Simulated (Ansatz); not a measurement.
# GeH₄O (singlet): wB97M-V, HSE06 over a scan of the distance Ge1–O2, cc-pVDZ, part 2 of 2

Ansatz 0.2.0, Gaussian basis; cc-pVDZ, all electrons in the functionals. Earlier steps stand in the parts before.

**12. wB97M-V, 6.100 Å**

File in.yaml:

```yaml
crystal:
  periodic: [false, false, false]
  atoms:
    - {symbol: Ge, position_ang: [0.000000, -0.063662, 1.106172]}
    - {symbol: O, position_ang: [0.000000, 0.336604, -4.980682]}
    - {symbol: H, position_ang: [1.259685, -0.812129, 1.583594]}
    - {symbol: H, position_ang: [0.000000, 1.391697, 1.581046]}
    - {symbol: H, position_ang: [-1.259685, -0.812129, 1.583594]}
    - {symbol: H, position_ang: [0.000000, -0.522511, -5.407389]}
basis:
  gaussian: {orbitals: cc-pVDZ}
magnetization: {spin_polarized: true, initial_magnetization: 0}
hamiltonian: {xc: {name: wB97M-V}}
output: {orbitals: {seedname: orbitals}}
```

The run is started by

```console
$ ansatz run in.yaml --threads 1 --pin off --events-out ev --progress --plain --max-ram 2393MiB
```

What it wrote (excerpt; [...] marks lines left out):

```text
Functional definition: wB97M-V
  name "wB97M-V"
  cite "Mardirossian & Head-Gordon, J. Chem. Phys. 144, 214110 (2016) doi:10.1063/1.4952647"
  cite "Becke, J. Chem. Phys. 107, 8554 (1997) doi:10.1063/1.475007"
  cite "Vydrov & Van Voorhis, J. Chem. Phys. 133, 244103 (2010) doi:10.1063/1.3521275"
  # Of w^i u^j: cxij and so on, Table III.
[...]
  gx(w, u) = 1 - cx + cx01*u + cx10*w
[...]
630 factors; integrals over basis functions are off by at most 1.0e-3 eV
187 factors; integrals over basis functions are off by at most 7.0e-5 eV
[...]
mean field -58621.09937317 eV, -2154.2856671556 hartree, gradient 6.2e-6 eV, S^2 1.002904; 3 other end points of the search recorded, 0 dependent functions left out
reference -58621.09941820 eV, -2154.2856688104 hartree; 22, 22 occupied and 39, 39 virtual orbitals, 630 factors
Total energy: -58621.09941820 eV, -2154.2856688104 hartree
```

It took 39 s on 1 thread of Arm Neoverse V1, shared host.

From the report: ⟨S²⟩ of the determinant 1.003 (pure singlet: 0.00). The determinant is far from a pure spin state, so its energy mixes those of several spin states (harmless only where they are near-degenerate, as at dissociation).

From 1.783 Å: +101.8 kcal/mol.

**13. HSE06, 1.402 Å**

File in.yaml:

```yaml
crystal:
  periodic: [false, false, false]
  atoms:
    - {symbol: Ge, position_ang: [0.000000, -0.007087, 0.245836]}
    - {symbol: O, position_ang: [0.000000, 0.084909, -1.153142]}
    - {symbol: H, position_ang: [1.259685, -0.755554, 0.723259]}
    - {symbol: H, position_ang: [0.000000, 1.448272, 0.720710]}
    - {symbol: H, position_ang: [-1.259685, -0.755554, 0.723259]}
    - {symbol: H, position_ang: [0.000000, -0.774206, -1.579849]}
basis:
  gaussian: {orbitals: cc-pVDZ}
hamiltonian: {xc: {name: HSE06}}
```

The command is unchanged.

What it wrote (excerpt; [...] marks lines left out):

```text
Functional definition: HSE06
  name "HSE06"
  cite "Heyd, Scuseria & Ernzerhof, J. Chem. Phys. 118, 8207 (2003) doi:10.1063/1.1564060"
  cite "Krukau, Vydrov, Izmaylov & Scuseria, J. Chem. Phys. 125, 224106 (2006) doi:10.1063/1.2404663"
  cite "Heyd & Scuseria, J. Chem. Phys. 120, 7274 (2004) doi:10.1063/1.1668634"
  cite "Ernzerhof & Perdew, J. Chem. Phys. 109, 3313 (1998) doi:10.1063/1.476928"
[...]
631 factors; integrals over basis functions are off by at most 1.3e-3 eV
56 factors; integrals over basis functions are off by at most 4.9e-7 eV
[...]
mean field -58615.98690230 eV, -2154.0977873167 hartree, gradient 2.9e-5 eV, S^2 0.000000; 0 other end points of the search recorded, 0 dependent functions left out
reference -58615.98693312 eV, -2154.0977884493 hartree; 22, 22 occupied and 39, 39 virtual orbitals, 631 factors
Total energy: -58615.98693312 eV, -2154.0977884493 hartree
```

It took 1.9 s on 1 thread of Arm Neoverse V1, shared host.

**14. HSE06, 1.601 Å**

File in.yaml:

```yaml
crystal:
  periodic: [false, false, false]
  atoms:
    - {symbol: Ge, position_ang: [0.000000, -0.009483, 0.282279]}
    - {symbol: O, position_ang: [0.000000, 0.095570, -1.315271]}
    - {symbol: H, position_ang: [1.259685, -0.757950, 0.759701]}
    - {symbol: H, position_ang: [0.000000, 1.445876, 0.757153]}
    - {symbol: H, position_ang: [-1.259685, -0.757950, 0.759701]}
    - {symbol: H, position_ang: [0.000000, -0.763545, -1.741978]}
basis:
  gaussian: {orbitals: cc-pVDZ}
hamiltonian: {xc: {name: HSE06}}
```

Same command.

What it wrote (excerpt; [...] marks lines left out):

```text
Functional definition: HSE06
  name "HSE06"
  cite "Heyd, Scuseria & Ernzerhof, J. Chem. Phys. 118, 8207 (2003) doi:10.1063/1.1564060"
  cite "Krukau, Vydrov, Izmaylov & Scuseria, J. Chem. Phys. 125, 224106 (2006) doi:10.1063/1.2404663"
  cite "Heyd & Scuseria, J. Chem. Phys. 120, 7274 (2004) doi:10.1063/1.1668634"
  cite "Ernzerhof & Perdew, J. Chem. Phys. 109, 3313 (1998) doi:10.1063/1.476928"
[...]
629 factors; integrals over basis functions are off by at most 1.4e-3 eV
56 factors; integrals over basis functions are off by at most 5.1e-7 eV
[...]
mean field -58619.49748579 eV, -2154.2267988802 hartree, gradient 3.2e-5 eV, S^2 0.000000; 0 other end points of the search recorded, 0 dependent functions left out
reference -58619.49751643 eV, -2154.2268000064 hartree; 22, 22 occupied and 39, 39 virtual orbitals, 629 factors
Total energy: -58619.49751643 eV, -2154.2268000064 hartree
```

It took 1.8 s on 1 thread of Arm Neoverse V1, shared host.

**15. HSE06, 1.783 Å**

File in.yaml:

```yaml
crystal:
  periodic: [false, false, false]
  atoms:
    - {symbol: Ge, position_ang: [0.000000, -0.011677, 0.315636]}
    - {symbol: O, position_ang: [0.000000, 0.105329, -1.463675]}
    - {symbol: H, position_ang: [1.259685, -0.760144, 0.793059]}
    - {symbol: H, position_ang: [0.000000, 1.443682, 0.790510]}
    - {symbol: H, position_ang: [-1.259685, -0.760144, 0.793059]}
    - {symbol: H, position_ang: [0.000000, -0.753786, -1.890382]}
basis:
  gaussian: {orbitals: cc-pVDZ}
hamiltonian: {xc: {name: HSE06}}
```

Launched as before.

What it wrote (excerpt; [...] marks lines left out):

```text
Functional definition: HSE06
  name "HSE06"
  cite "Heyd, Scuseria & Ernzerhof, J. Chem. Phys. 118, 8207 (2003) doi:10.1063/1.1564060"
  cite "Krukau, Vydrov, Izmaylov & Scuseria, J. Chem. Phys. 125, 224106 (2006) doi:10.1063/1.2404663"
  cite "Heyd & Scuseria, J. Chem. Phys. 120, 7274 (2004) doi:10.1063/1.1668634"
  cite "Ernzerhof & Perdew, J. Chem. Phys. 109, 3313 (1998) doi:10.1063/1.476928"
[...]
626 factors; integrals over basis functions are off by at most 1.4e-3 eV
56 factors; integrals over basis functions are off by at most 5.5e-7 eV
[...]
mean field -58620.19737166 eV, -2154.2525192117 hartree, gradient 4.1e-5 eV, S^2 0.000000; 0 other end points of the search recorded, 0 dependent functions left out
reference -58620.19740240 eV, -2154.2525203413 hartree; 22, 22 occupied and 39, 39 virtual orbitals, 626 factors
Total energy: -58620.19740240 eV, -2154.2525203413 hartree
```

Wall time 1.8 s (1 thread of Arm Neoverse V1, shared host).

**16. HSE06, 1.982 Å**

File in.yaml:

```yaml
crystal:
  periodic: [false, false, false]
  atoms:
    - {symbol: Ge, position_ang: [0.000000, -0.014072, 0.352050]}
    - {symbol: O, position_ang: [0.000000, 0.115982, -1.625678]}
    - {symbol: H, position_ang: [1.259685, -0.762538, 0.829473]}
    - {symbol: H, position_ang: [0.000000, 1.441287, 0.826924]}
    - {symbol: H, position_ang: [-1.259685, -0.762539, 0.829473]}
    - {symbol: H, position_ang: [0.000000, -0.743133, -2.052385]}
basis:
  gaussian: {orbitals: cc-pVDZ}
hamiltonian: {xc: {name: HSE06}}
```

The command is unchanged.

What it wrote (excerpt; [...] marks lines left out):

```text
Functional definition: HSE06
  name "HSE06"
  cite "Heyd, Scuseria & Ernzerhof, J. Chem. Phys. 118, 8207 (2003) doi:10.1063/1.1564060"
  cite "Krukau, Vydrov, Izmaylov & Scuseria, J. Chem. Phys. 125, 224106 (2006) doi:10.1063/1.2404663"
  cite "Heyd & Scuseria, J. Chem. Phys. 120, 7274 (2004) doi:10.1063/1.1668634"
  cite "Ernzerhof & Perdew, J. Chem. Phys. 109, 3313 (1998) doi:10.1063/1.476928"
[...]
626 factors; integrals over basis functions are off by at most 1.4e-3 eV
56 factors; integrals over basis functions are off by at most 5.3e-7 eV
[...]
mean field -58619.87389786 eV, -2154.2406317688 hartree, gradient 1.7e-5 eV, S^2 0.000000; 0 other end points of the search recorded, 0 dependent functions left out
reference -58619.87392859 eV, -2154.2406328979 hartree; 22, 22 occupied and 39, 39 virtual orbitals, 626 factors
Total energy: -58619.87392859 eV, -2154.2406328979 hartree
```

Wall time 1.8 s (1 thread of Arm Neoverse V1, shared host).

From 1.783 Å: +7.5 kcal/mol.

**17. HSE06, 2.188 Å**

File in.yaml:

```yaml
crystal:
  periodic: [false, false, false]
  atoms:
    - {symbol: Ge, position_ang: [0.000000, -0.016552, 0.389775]}
    - {symbol: O, position_ang: [0.000000, 0.127019, -1.793510]}
    - {symbol: H, position_ang: [1.259685, -0.765019, 0.867197]}
    - {symbol: H, position_ang: [0.000000, 1.438807, 0.864649]}
    - {symbol: H, position_ang: [-1.259685, -0.765019, 0.867197]}
    - {symbol: H, position_ang: [0.000000, -0.732096, -2.220217]}
basis:
  gaussian: {orbitals: cc-pVDZ}
hamiltonian: {xc: {name: HSE06}}
```

The command is unchanged.

What it wrote (excerpt; [...] marks lines left out):

```text
Functional definition: HSE06
  name "HSE06"
  cite "Heyd, Scuseria & Ernzerhof, J. Chem. Phys. 118, 8207 (2003) doi:10.1063/1.1564060"
  cite "Krukau, Vydrov, Izmaylov & Scuseria, J. Chem. Phys. 125, 224106 (2006) doi:10.1063/1.2404663"
  cite "Heyd & Scuseria, J. Chem. Phys. 120, 7274 (2004) doi:10.1063/1.1668634"
  cite "Ernzerhof & Perdew, J. Chem. Phys. 109, 3313 (1998) doi:10.1063/1.476928"
[...]
626 factors; integrals over basis functions are off by at most 1.5e-3 eV
56 factors; integrals over basis functions are off by at most 7.5e-7 eV
[...]
mean field -58619.11634484 eV, -2154.2127922087 hartree, gradient 3.1e-5 eV, S^2 0.000000; 0 other end points of the search recorded, 0 dependent functions left out
reference -58619.11637602 eV, -2154.2127933547 hartree; 22, 22 occupied and 39, 39 virtual orbitals, 626 factors
Total energy: -58619.11637602 eV, -2154.2127933547 hartree
```

It took 1.8 s on 1 thread of Arm Neoverse V1, shared host.

From 1.783 Å: +24.9 kcal/mol.

**18. HSE06, 2.411 Å**

File in.yaml:

```yaml
crystal:
  periodic: [false, false, false]
  atoms:
    - {symbol: Ge, position_ang: [0.000000, -0.019238, 0.430612]}
    - {symbol: O, position_ang: [0.000000, 0.138966, -1.975192]}
    - {symbol: H, position_ang: [1.259685, -0.767705, 0.908035]}
    - {symbol: H, position_ang: [0.000000, 1.436121, 0.905486]}
    - {symbol: H, position_ang: [-1.259685, -0.767705, 0.908035]}
    - {symbol: H, position_ang: [0.000000, -0.720149, -2.401899]}
basis:
  gaussian: {orbitals: cc-pVDZ}
magnetization: {spin_polarized: true, initial_magnetization: 0}
hamiltonian: {xc: {name: HSE06}}
```

The command is unchanged.

What it wrote (excerpt; [...] marks lines left out):

```text
Functional definition: HSE06
  name "HSE06"
  cite "Heyd, Scuseria & Ernzerhof, J. Chem. Phys. 118, 8207 (2003) doi:10.1063/1.1564060"
  cite "Krukau, Vydrov, Izmaylov & Scuseria, J. Chem. Phys. 125, 224106 (2006) doi:10.1063/1.2404663"
  cite "Heyd & Scuseria, J. Chem. Phys. 120, 7274 (2004) doi:10.1063/1.1668634"
  cite "Ernzerhof & Perdew, J. Chem. Phys. 109, 3313 (1998) doi:10.1063/1.476928"
[...]
627 factors; integrals over basis functions are off by at most 1.5e-3 eV
56 factors; integrals over basis functions are off by at most 8.8e-7 eV
[...]
mean field -58618.21112436 eV, -2154.1795259696 hartree, gradient 4.4e-6 eV, S^2 0.000000; 1 other end points of the search recorded, 0 dependent functions left out
reference -58618.21115565 eV, -2154.1795271197 hartree; 22, 22 occupied and 39, 39 virtual orbitals, 627 factors
Total energy: -58618.21115565 eV, -2154.1795271197 hartree
```

It took 3.8 s on 1 thread of Arm Neoverse V1, shared host.

From the report: ⟨S²⟩ of the determinant 0.000 (pure singlet: 0.00).

From 1.783 Å: +45.8 kcal/mol.

**19. HSE06, 2.823 Å**

File in.yaml:

```yaml
crystal:
  periodic: [false, false, false]
  atoms:
    - {symbol: Ge, position_ang: [0.000000, -0.024199, 0.506061]}
    - {symbol: O, position_ang: [0.000000, 0.161039, -2.310855]}
    - {symbol: H, position_ang: [1.259685, -0.772666, 0.983484]}
    - {symbol: H, position_ang: [0.000000, 1.431160, 0.980935]}
    - {symbol: H, position_ang: [-1.259685, -0.772666, 0.983484]}
    - {symbol: H, position_ang: [0.000000, -0.698076, -2.737562]}
basis:
  gaussian: {orbitals: cc-pVDZ}
magnetization: {spin_polarized: true, initial_magnetization: 0}
hamiltonian: {xc: {name: HSE06}}
```

The command is unchanged.

What it wrote (excerpt; [...] marks lines left out):

```text
Functional definition: HSE06
  name "HSE06"
  cite "Heyd, Scuseria & Ernzerhof, J. Chem. Phys. 118, 8207 (2003) doi:10.1063/1.1564060"
  cite "Krukau, Vydrov, Izmaylov & Scuseria, J. Chem. Phys. 125, 224106 (2006) doi:10.1063/1.2404663"
  cite "Heyd & Scuseria, J. Chem. Phys. 120, 7274 (2004) doi:10.1063/1.1668634"
  cite "Ernzerhof & Perdew, J. Chem. Phys. 109, 3313 (1998) doi:10.1063/1.476928"
[...]
628 factors; integrals over basis functions are off by at most 1.2e-3 eV
56 factors; integrals over basis functions are off by at most 1.1e-6 eV
[...]
mean field -58616.88963639 eV, -2154.1309621826 hartree, gradient 2.3e-5 eV, S^2 0.402466; 3 other end points of the search recorded, 0 dependent functions left out
reference -58616.88966835 eV, -2154.1309633571 hartree; 22, 22 occupied and 39, 39 virtual orbitals, 628 factors
Total energy: -58616.88966835 eV, -2154.1309633571 hartree
```

Run time: 10 s. Hardware: 1 thread of Arm Neoverse V1, shared host.

From the report: ⟨S²⟩ of the determinant 0.402 (pure singlet: 0.00).

From 1.783 Å: +76.3 kcal/mol.

**20. HSE06, 3.232 Å**

File in.yaml:

```yaml
crystal:
  periodic: [false, false, false]
  atoms:
    - {symbol: Ge, position_ang: [0.000000, -0.029124, 0.580961]}
    - {symbol: O, position_ang: [0.000000, 0.182951, -2.644074]}
    - {symbol: H, position_ang: [1.259685, -0.777591, 1.058383]}
    - {symbol: H, position_ang: [0.000000, 1.426235, 1.055835]}
    - {symbol: H, position_ang: [-1.259685, -0.777592, 1.058383]}
    - {symbol: H, position_ang: [0.000000, -0.676164, -3.070781]}
basis:
  gaussian: {orbitals: cc-pVDZ}
magnetization: {spin_polarized: true, initial_magnetization: 0}
hamiltonian: {xc: {name: HSE06}}
```

The command is unchanged.

What it wrote (excerpt; [...] marks lines left out):

```text
Functional definition: HSE06
  name "HSE06"
  cite "Heyd, Scuseria & Ernzerhof, J. Chem. Phys. 118, 8207 (2003) doi:10.1063/1.1564060"
  cite "Krukau, Vydrov, Izmaylov & Scuseria, J. Chem. Phys. 125, 224106 (2006) doi:10.1063/1.2404663"
  cite "Heyd & Scuseria, J. Chem. Phys. 120, 7274 (2004) doi:10.1063/1.1668634"
  cite "Ernzerhof & Perdew, J. Chem. Phys. 109, 3313 (1998) doi:10.1063/1.476928"
[...]
631 factors; integrals over basis functions are off by at most 9.9e-4 eV
57 factors; integrals over basis functions are off by at most 1.2e-6 eV
[...]
mean field -58616.33434481 eV, -2154.1105555934 hartree, gradient 5.6e-6 eV, S^2 0.756478; 5 other end points of the search recorded, 0 dependent functions left out
reference -58616.33437871 eV, -2154.1105568390 hartree; 22, 22 occupied and 39, 39 virtual orbitals, 631 factors
Total energy: -58616.33437871 eV, -2154.1105568390 hartree
```

Wall time 10 s (1 thread of Arm Neoverse V1, shared host).

From the report: ⟨S²⟩ of the determinant 0.756 (pure singlet: 0.00). The determinant is far from a pure spin state, so its energy mixes those of several spin states (harmless only where they are near-degenerate, as at dissociation).

From 1.783 Å: +89.1 kcal/mol.

**21. HSE06, 3.939 Å**

File in.yaml:

```yaml
crystal:
  periodic: [false, false, false]
  atoms:
    - {symbol: Ge, position_ang: [0.000000, -0.037638, 0.710432]}
    - {symbol: O, position_ang: [0.000000, 0.220829, -3.220079]}
    - {symbol: H, position_ang: [1.259685, -0.786105, 1.187855]}
    - {symbol: H, position_ang: [0.000000, 1.417721, 1.185306]}
    - {symbol: H, position_ang: [-1.259685, -0.786106, 1.187855]}
    - {symbol: H, position_ang: [0.000000, -0.638286, -3.646786]}
basis:
  gaussian: {orbitals: cc-pVDZ}
magnetization: {spin_polarized: true, initial_magnetization: 0}
hamiltonian: {xc: {name: HSE06}}
```

The command is unchanged.

What it wrote (excerpt; [...] marks lines left out):

```text
Functional definition: HSE06
  name "HSE06"
  cite "Heyd, Scuseria & Ernzerhof, J. Chem. Phys. 118, 8207 (2003) doi:10.1063/1.1564060"
  cite "Krukau, Vydrov, Izmaylov & Scuseria, J. Chem. Phys. 125, 224106 (2006) doi:10.1063/1.2404663"
  cite "Heyd & Scuseria, J. Chem. Phys. 120, 7274 (2004) doi:10.1063/1.1668634"
  cite "Ernzerhof & Perdew, J. Chem. Phys. 109, 3313 (1998) doi:10.1063/1.476928"
[...]
632 factors; integrals over basis functions are off by at most 1.0e-3 eV
58 factors; integrals over basis functions are off by at most 1.8e-6 eV
[...]
mean field -58616.02432434 eV, -2154.0991625512 hartree, gradient 8.5e-6 eV, S^2 0.955268; 5 other end points of the search recorded, 0 dependent functions left out
reference -58616.02436001 eV, -2154.0991638622 hartree; 22, 22 occupied and 39, 39 virtual orbitals, 632 factors
Total energy: -58616.02436001 eV, -2154.0991638622 hartree
```

Wall time 13 s (1 thread of Arm Neoverse V1, shared host).

From the report: ⟨S²⟩ of the determinant 0.955 (pure singlet: 0.00). The determinant is far from a pure spin state, so its energy mixes those of several spin states (harmless only where they are near-degenerate, as at dissociation).

From 1.783 Å: +96.2 kcal/mol.

**22. HSE06, 4.897 Å**

File in.yaml:

```yaml
crystal:
  periodic: [false, false, false]
  atoms:
    - {symbol: Ge, position_ang: [0.000000, -0.049175, 0.885869]}
    - {symbol: O, position_ang: [0.000000, 0.272154, -4.000578]}
    - {symbol: H, position_ang: [1.259685, -0.797642, 1.363291]}
    - {symbol: H, position_ang: [0.000000, 1.406184, 1.360743]}
    - {symbol: H, position_ang: [-1.259685, -0.797642, 1.363291]}
    - {symbol: H, position_ang: [0.000000, -0.586961, -4.427285]}
basis:
  gaussian: {orbitals: cc-pVDZ}
magnetization: {spin_polarized: true, initial_magnetization: 0}
hamiltonian: {xc: {name: HSE06}}
```

Launched as before.

What it wrote (excerpt; [...] marks lines left out):

```text
Functional definition: HSE06
  name "HSE06"
  cite "Heyd, Scuseria & Ernzerhof, J. Chem. Phys. 118, 8207 (2003) doi:10.1063/1.1564060"
  cite "Krukau, Vydrov, Izmaylov & Scuseria, J. Chem. Phys. 125, 224106 (2006) doi:10.1063/1.2404663"
  cite "Heyd & Scuseria, J. Chem. Phys. 120, 7274 (2004) doi:10.1063/1.1668634"
  cite "Ernzerhof & Perdew, J. Chem. Phys. 109, 3313 (1998) doi:10.1063/1.476928"
[...]
630 factors; integrals over basis functions are off by at most 1.0e-3 eV
59 factors; integrals over basis functions are off by at most 1.1e-6 eV
[...]
mean field -58615.95189637 eV, -2154.0965008724 hartree, gradient 7.4e-6 eV, S^2 1.000379; 4 other end points of the search recorded, 0 dependent functions left out
reference -58615.95193404 eV, -2154.0965022566 hartree; 22, 22 occupied and 39, 39 virtual orbitals, 630 factors
Total energy: -58615.95193404 eV, -2154.0965022566 hartree
```

Wall time 10 s (1 thread of Arm Neoverse V1, shared host).

From the report: ⟨S²⟩ of the determinant 1.000 (pure singlet: 0.00). The determinant is far from a pure spin state, so its energy mixes those of several spin states (harmless only where they are near-degenerate, as at dissociation).

From 1.783 Å: +97.9 kcal/mol.

**23. HSE06, 6.100 Å**

File in.yaml:

```yaml
crystal:
  periodic: [false, false, false]
  atoms:
    - {symbol: Ge, position_ang: [0.000000, -0.063662, 1.106172]}
    - {symbol: O, position_ang: [0.000000, 0.336604, -4.980682]}
    - {symbol: H, position_ang: [1.259685, -0.812129, 1.583594]}
    - {symbol: H, position_ang: [0.000000, 1.391697, 1.581046]}
    - {symbol: H, position_ang: [-1.259685, -0.812129, 1.583594]}
    - {symbol: H, position_ang: [0.000000, -0.522511, -5.407389]}
basis:
  gaussian: {orbitals: cc-pVDZ}
magnetization: {spin_polarized: true, initial_magnetization: 0}
hamiltonian: {xc: {name: HSE06}}
```

Same command.

What it wrote (excerpt; [...] marks lines left out):

```text
Functional definition: HSE06
  name "HSE06"
  cite "Heyd, Scuseria & Ernzerhof, J. Chem. Phys. 118, 8207 (2003) doi:10.1063/1.1564060"
  cite "Krukau, Vydrov, Izmaylov & Scuseria, J. Chem. Phys. 125, 224106 (2006) doi:10.1063/1.2404663"
  cite "Heyd & Scuseria, J. Chem. Phys. 120, 7274 (2004) doi:10.1063/1.1668634"
  cite "Ernzerhof & Perdew, J. Chem. Phys. 109, 3313 (1998) doi:10.1063/1.476928"
[...]
630 factors; integrals over basis functions are off by at most 1.0e-3 eV
59 factors; integrals over basis functions are off by at most 1.3e-6 eV
[...]
mean field -58615.94476146 eV, -2154.0962386691 hartree, gradient 5.1e-6 eV, S^2 1.003659; 5 other end points of the search recorded, 0 dependent functions left out
reference -58615.94480281 eV, -2154.0962401890 hartree; 22, 22 occupied and 39, 39 virtual orbitals, 630 factors
Total energy: -58615.94480281 eV, -2154.0962401890 hartree
```

Run time: 16 s. Hardware: 1 thread of Arm Neoverse V1, shared host.

From the report: ⟨S²⟩ of the determinant 1.004 (pure singlet: 0.00). The determinant is far from a pure spin state, so its energy mixes those of several spin states (harmless only where they are near-degenerate, as at dissociation).

From 1.783 Å: +98.1 kcal/mol.

**24. Against the wave-function levels**

The yardstick is RCCSDT(Q), where the cluster series has nearly closed. It comes from earlier runs at the same points. Energies in kcal/mol, counted from 1.783 Å; blanks weren't run or aren't comparable.

| level | 1.402 Å | 1.601 Å | 1.783 Å | 1.982 Å | 2.188 Å | 2.411 Å | 2.823 Å | 3.232 Å | 3.939 Å | 4.897 Å | 6.100 Å |
| --- | --- | --- | --- | --- | --- | --- | --- | --- | --- | --- | --- |
| RCCSDT(Q) | 102.3 | 17.6 | 0.0 | 6.5 | 23.3 | 43.2 |  |  |  |  |  |
| wB97M-V | 98.0 | 16.4 | 0.0 | 7.6 | 25.6 | 47.6 | 81.1 | 94.2 | 100.4 | 101.6 | 101.8 |
| HSE06 | 97.1 | 16.1 | 0.0 | 7.5 | 24.9 | 45.8 | 76.3 | 89.1 | 96.2 | 97.9 | 98.1 |

Largest miss and mean time a point (RCCSDT(Q) took 33 s a point; shared hosts):

| level | largest miss (kcal/mol) | where | time a point |
| --- | --- | --- | --- |
| wB97M-V | +4.4 | 2.411 Å | 27 s |
| HSE06 | -5.2 | 1.402 Å | 6.4 s |

**25. What came out**

What follows sums up all 2 parts.

```
                                              quantity                    value
span of the RCCSDT(Q) curve (points where it is known)           102.3 kcal/mol
                                 largest miss, wB97M-V  +4.4 kcal/mol (2.411 Å)
                                   largest miss, HSE06  -5.2 kcal/mol (1.402 Å)
```

**Reading.** Misses are known at 5 of 10 points at best, and only functionals with that many are ranked. Of the functionals, wB97M-V keep the smallest largest miss at the points compared (at most 4.4 kcal/mol) and HSE06 strays most (5.2 kcal/mol, at 1.402 Å). wB97M-V, HSE06 clearly break the spin symmetry at some points (⟨S²⟩ up to 1.00 above the pure value), so energy there is bought with a mixed spin. Functionals and the yardstick converge differently with the basis, so part of each miss in cc-pVDZ is the basis. The program flags that the yardstick's amplitudes may have other solutions at some points.
